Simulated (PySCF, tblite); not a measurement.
**C₃H₁₁N₃Si₂: geometry, infrared bands and NMR shifts**

Aim: predict the infrared bands and NMR shifts of C₃H₁₁N₃Si₂ (`C=N/C=N/[SiH2]N(C)[SiH3]`).

Programs: tblite 0.8.0 and PySCF 2.14.0, with density-fitted response routines of our own. Each step states its level of theory. These are calculated values for one molecule in the gas phase, unless marked as measured. Atoms count from 0, in the outputs and in this text.

**1. The starting structure**

19 atoms, charge 0, multiplicity 1; geometry from: force field or distance geometry start.

Bonds of the start (Å): C0–N1 1.30, N1–C2 1.43, C2–N3 1.31, N3–Si4 1.76, Si4–N5 1.78, N5–C6 1.43, N5–Si7 1.79, C0–H8 1.09, C0–H9 1.06, C2–H10 1.08, Si4–H11 1.47, Si4–H12 1.47, C6–H13 1.12, C6–H14 1.10, C6–H15 1.13, Si7–H16 1.48, Si7–H17 1.45, Si7–H18 1.49.

**2. Relaxing the molecule with GFN2-xTB**

What the job is given:

```
{"job": {"kind": "relax", "xc": "GFN2-xTB", "basis": "xTB"}, "charge": 0, "multiplicity": 1}
C      4.264700     0.512200     0.758200
N      2.983200     0.685100     0.910200
C      2.007200    -0.083900     0.201000
N      1.124000     0.631400    -0.450900
Si    -0.148400    -0.180700    -1.363300
N     -1.579900    -0.591100    -0.388900
C     -2.759500    -0.850800    -1.163100
Si    -1.942300     0.676400     0.827300
H      4.961900     1.122000     1.339700
H      4.686400    -0.192200     0.089800
H      1.999600    -1.166400     0.201600
H      0.398300    -1.431900    -1.914000
H     -0.474000     0.677500    -2.506700
H     -3.390800     0.068700    -1.228400
H     -2.532000    -1.223600    -2.178100
H     -3.367000    -1.575600    -0.548600
H     -1.323300     0.218800     2.087000
H     -1.497000     1.991000     0.400000
H     -3.421000     0.722400     0.965300
```

Command:

```
OMP_NUM_THREADS=1 python probes_run.py task.json out
```

One launch serves the whole session: the jobs run in the order shown.

**Question.** This job is followed by: GFN2-xTB harmonic vibrations, gas phase; GIAO PBE0/pcSseg-1 NMR shielding, non-relativistic, gas phase. What will the session give for the following? strongest single infrared mode (GFN2-xTB); zero-point energy (GFN2-xTB); ¹³C shifts against TMS (PBE0/pcSseg-1); ¹H shifts against TMS (PBE0/pcSseg-1, means over atoms taken as alike); ¹⁵N shifts against NH3 (PBE0/pcSseg-1); ²⁹Si shifts against TMS (PBE0/pcSseg-1).

The runs gave:

```
                                                              quantity                                   value
                             strongest single infrared mode (GFN2-xTB)                   1706 cm⁻¹, 598 km/mol
                                          zero-point energy (GFN2-xTB)                           83.7 kcal/mol
                                ¹³C shifts against TMS (PBE0/pcSseg-1)                  161.5, 150.3, 33.7 ppm
¹H shifts against TMS (PBE0/pcSseg-1, means over atoms taken as alike)  8.92, 7.78, 7.32, 5.25, 4.65, 2.80 ppm
                                ¹⁵N shifts against NH3 (PBE0/pcSseg-1)                  430.5, 288.1, -0.2 ppm
                               ²⁹Si shifts against TMS (PBE0/pcSseg-1)                        -32.7, -47.4 ppm
```

**Reading.** Over 158 steps the energy fell by 1.058 eV; of the close pairs, N1–C2 changed most, 1.431 to 1.351 Å. No mode is imaginary among the 51: a minimum at this level. The strongest single mode, at 1706 cm⁻¹, moves mainly C2 and N3. Unscaled tight-binding wavenumbers are off by several per cent, some by more. Its intensities can rank the bands wrongly. At PBE0/pcSseg-1: The largest span, 588 ppm, is at N1, where the paramagnetic term is -498 ppm.
